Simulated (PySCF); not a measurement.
# [Hf(NH2)2]2+: a change of charge

Aim: at the relaxed geometry of [Hf(NH2)2]2+, try a change of charge. The species was built from a template and needn't be a known compound.

The runs use PySCF 2.14.0; PBE0, Hf def2-SVP with ECP60, N def2-SVP, H def2-SVP; scalar-relativistic core potentials, no spin–orbit coupling.

1 further run of the same task is left out (for a known fault of the program).

## (1) The system as given

7 atoms, charge 2, spin multiplicity 1.

Bond lengths: Hf1–N2 1.913 Å, Hf1–N5 1.913 Å, N2–H3 1.035 Å, N2–H4 1.032 Å, N5–H6 1.032 Å, N5–H7 1.035 Å. Angles: N2–Hf1–N5 100.4°, Hf1–N2–H3 125.9°, Hf1–N2–H4 127.2°, H3–N2–H4 106.9°, Hf1–N5–H6 127.2°, Hf1–N5–H7 125.9°, H6–N5–H7 106.9°.

Geometry (Å):

```
Hf    0.0000   -0.7990    0.0595
N     1.4700   -0.0350    1.0156
H     2.4725   -0.1919    0.8135
H     1.4233    0.6084    1.8217
N    -1.4700   -0.0350    1.0156
H    -1.4233    0.6084    1.8217
H    -2.4725   -0.1919    0.8135
```

Formal oxidation states: Hf +4. An earlier session relaxed this geometry at PBE0, Hf def2-SVP with ECP60, N def2-SVP, H def2-SVP (singlet, point group C2v).

Its energy there is -159.023930 Eh.

## (2) One electron removed, multiplicity 2

File run.py (the lines that set the calculation):

```python
mol = gto.M(atom='''
Hf     0.00000    -0.79904     0.05946
N      1.46997    -0.03498     1.01561
H      2.47252    -0.19187     0.81345
H      1.42333     0.60837     1.82169
N     -1.46997    -0.03498     1.01561
H     -1.42333     0.60837     1.82169
H     -2.47252    -0.19187     0.81345''',
    basis={'Hf': 'def2-SVP', 'N': 'def2-SVP', 'H': 'def2-SVP'},
    ecp={'Hf': 'def2-SVP'},
    charge=3, spin=1)
mf = dft.UKS(mol, xc='PBE0')
mf.grids.atom_grid = (50, 194)
mf = mf.density_fit()  # fitting sets: Hf def2-universal-JKFIT, N def2-universal-JKFIT, H def2-universal-JKFIT
mf.conv_tol = 1e-08; mf.max_cycle = 55
mf.kernel(dm0)  # dm0: the density of the relaxed state
```

Launch:

```
OMP_NUM_THREADS=2 python run.py
```

Output:

```text
init E= -159.03398900524
  HOMO = -0.704130737913  LUMO = -0.699893901382  gap/eV = 0.11529
cycle= 1 E= -158.19198957009  delta_E= 0.842  |g|= 0.254  |ddm|= 0.589
  HOMO = -1.0121317563  LUMO = -0.956991441189  gap/eV = 1.50044
cycle= 2 E= -158.174881829649  delta_E= 0.0171  |g|= 0.346  |ddm|= 0.447
  HOMO = -0.956625140643  LUMO = -0.89673746313  gap/eV = 1.62963
cycle= 3 E= -158.226450327864  delta_E= -0.0516  |g|= 0.0656  |ddm|= 0.293
  HOMO = -0.947079829311  LUMO = -0.886716125845  gap/eV = 1.64258
cycle= 4 E= -158.22929664502  delta_E= -0.00285  |g|= 0.0187  |ddm|= 0.0998
  HOMO = -0.944548388971  LUMO = -0.881418179301  gap/eV = 1.71786
cycle= 5 E= -158.229935580348  delta_E= -0.000639  |g|= 0.00726  |ddm|= 0.0453
  HOMO = -0.943725183385  LUMO = -0.878612690651  gap/eV = 1.77180
cycle= 6 E= -158.230138579417  delta_E= -0.000203  |g|= 0.00186  |ddm|= 0.038
  HOMO = -0.943573365205  LUMO = -0.878087586708  gap/eV = 1.78196
cycle= 7 E= -158.230146266747  delta_E= -7.69e-06  |g|= 0.000238  |ddm|= 0.00819
  HOMO = -0.943549456741  LUMO = -0.878068737573  gap/eV = 1.78182
cycle= 8 E= -158.230146332692  delta_E= -6.59e-08  |g|= 6.66e-05  |ddm|= 0.000546
  HOMO = -0.943547938454  LUMO = -0.878067426046  gap/eV = 1.78182
cycle= 9 E= -158.230146337183  delta_E= -4.49e-09  |g|= 2.37e-05  |ddm|= 0.000124
  HOMO = -0.943548601889  LUMO = -0.878067287206  gap/eV = 1.78184
Extra cycle  E= -158.230146337352  delta_E= -1.69e-10  |g|= 2.49e-05  |ddm|= 5.28e-05
converged SCF energy = -158.230146337352  <S^2> = 0.82239517  2S+1 = 2.0711303
```

Wall time 1.1 s (2 threads of Arm Neoverse V2, shared host).

Result: E = -158.230146 Eh (+21.600 eV from the relaxed state), HOMO -25.68 eV, LUMO -23.89 eV (over both spins), ⟨S²⟩ = 0.822, Mulliken charge on Hf1 +1.95 e. 

## (3) One electron added, multiplicity 2

run.py (the lines that set the calculation): that of step 2 with these lines changed.

```diff
@@ -10,3 +10,3 @@
     ecp={'Hf': 'def2-SVP'},
-    charge=3, spin=1)
+    charge=1, spin=1)
 mf = dft.UKS(mol, xc='PBE0')
```

Launch:

```
OMP_NUM_THREADS=2 python run.py
```

Output:

```text
init E= -159.032649327467
  HOMO = -0.515954734053  LUMO = -0.509729387543  gap/eV = 0.16940
cycle= 1 E= -159.429471445133  delta_E= -0.397  |g|= 0.221  |ddm|= 1.36
  HOMO = -0.302073774895  LUMO = -0.207672376213  gap/eV = 2.56879
cycle= 2 E= -159.419628917866  delta_E= 0.00984  |g|= 0.276  |ddm|= 0.847
  HOMO = -0.361471426152  LUMO = -0.252980704709  gap/eV = 2.95218
cycle= 3 E= -159.467133689925  delta_E= -0.0475  |g|= 0.0691  |ddm|= 0.455
  HOMO = -0.369314969124  LUMO = -0.258791193329  gap/eV = 3.00751
cycle= 4 E= -159.469127020614  delta_E= -0.00199  |g|= 0.0181  |ddm|= 0.0648
  HOMO = -0.372587348688  LUMO = -0.259991808563  gap/eV = 3.06388
cycle= 5 E= -159.469327936662  delta_E= -0.000201  |g|= 0.00344  |ddm|= 0.0334
  HOMO = -0.372887036832  LUMO = -0.259669569168  gap/eV = 3.08080
cycle= 6 E= -159.469349063283  delta_E= -2.11e-05  |g|= 0.00156  |ddm|= 0.0105
  HOMO = -0.373065609808  LUMO = -0.259520965827  gap/eV = 3.08971
cycle= 7 E= -159.469359071792  delta_E= -1e-05  |g|= 0.00066  |ddm|= 0.0106
  HOMO = -0.373087517534  LUMO = -0.259426318805  gap/eV = 3.09288
cycle= 8 E= -159.469360708755  delta_E= -1.64e-06  |g|= 0.000197  |ddm|= 0.00486
  HOMO = -0.373088986371  LUMO = -0.259423123615  gap/eV = 3.09301
cycle= 9 E= -159.469360933042  delta_E= -2.24e-07  |g|= 7.95e-05  |ddm|= 0.00204
  HOMO = -0.37309910227  LUMO = -0.259428399761  gap/eV = 3.09314
cycle= 10 E= -159.469361003423  delta_E= -7.04e-08  |g|= 4.77e-05  |ddm|= 0.00127
  HOMO = -0.373111250563  LUMO = -0.259431522296  gap/eV = 3.09338
cycle= 11 E= -159.469361029441  delta_E= -2.6e-08  |g|= 1.28e-05  |ddm|= 0.00115
  HOMO = -0.373114817481  LUMO = -0.259432429852  gap/eV = 3.09346
cycle= 12 E= -159.469361030411  delta_E= -9.7e-10  |g|= 2.1e-06  |ddm|= 0.000255
  HOMO = -0.373114040283  LUMO = -0.259431764625  gap/eV = 3.09345
Extra cycle  E= -159.46936103041  delta_E= 1.08e-12  |g|= 3.45e-06  |ddm|= 7.9e-06
converged SCF energy = -159.46936103041  <S^2> = 0.75488165  2S+1 = 2.0048757
```

Wall time 1.3 s (2 threads of Arm Neoverse V2, shared host).

It gives: E = -159.469361 Eh (-12.121 eV from the relaxed state), HOMO -10.15 eV, LUMO -7.06 eV (over both spins), ⟨S²⟩ = 0.755, Mulliken charge on Hf1 +0.95 e. 

## (4) Results

| state | energy from the relaxed state (eV) | ⟨S²⟩ | time |
| --- | --- | --- | --- |
| charge +2, singlet, vacuum (relaxed) | 0 | 0.00 |  |
| charge +1, doublet, vacuum | -12.12 | 0.75 | 1.3 s |
| charge +3, doublet, vacuum | 21.60 | 0.82 | 1.1 s |

An electron taken off or put on is at rest in vacuum. 

Removing an electron vertically costs 21.60 eV (doublet), against −HOMO = 19.32 eV. Adding an electron vertically releases 12.12 eV (doublet). These are double-zeta-type bases without diffuse functions. Spin–orbit coupling is left out.
